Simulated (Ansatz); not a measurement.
# RbOs: the cost of one run

Program: Ansatz 0.2.0. Level of theory: DFT PBE, scalar-relativistic, plane waves, PAW. These are calculated values, not measurements.

## Step 1: Starting point

It takes space group P-6m2 (No. 187, hexagonal). Conventional cell: a = 4.449 Å, b = 4.449 Å, c = 5.990 Å, α = 90.00°, β = 90.00°, γ = 120.00°. Rb (site symmetry -6m2) has 6 Os at 3.95 Å and 6 Rb at 4.45 Å as nearest neighbours. Around Os (site symmetry -6m2) lie 6 Rb at 3.95 Å and 6 Os at 4.45 Å.

Structure file:

```
CELL_PARAMETERS angstrom
4.44903 0.00000 0.00000
-2.22451 3.85297 0.00000
0.00000 0.00000 5.99040
ATOMIC_POSITIONS crystal
Rb 0.33333 0.66667 0.50000
Os 0.00000 0.00000 0.00000
```

Recipe of the guess: close-packed layers stacked AB|A (P-6m2, No. 187). The dimensions are guesses.

## Step 2: The guess as it stands, on a coarse mesh

Contents of input.yaml:

```yaml
crystal:
  lattice:
    - [4.44902547, 0.0, 0.0]
    - [-2.22451274, 3.85296908, 0.0]
    - [0.0, 0.0, 5.99040304]
  atoms:
    - { symbol: Rb, position: [0.33333333, 0.66666667, 0.5] }
    - { symbol: Os, position: [0.0, 0.0, 0.0] }
basis:
  ecutwfc: 420
kpoints:
  mp_grid: { grid: [6, 6, 4] }
hamiltonian:
  xc: pbe
scf:
  occupations: { method: gaussian, width: 0.1 }
  lower_state_search: "off"
output:
  forces: true
  stress: true
  eigenvalues: true
```

Launch:

```console
ansatz run input.yaml --threads 1 --pin off --max-ram 2048MiB --backend cpu --events-out ev --progress --plain --runs-dir out
```

Q: Estimate wall time and peak memory on 1 thread of Arm Neoverse N1, shared host.

About 6.9 s, with a peak of 0.39 GiB.
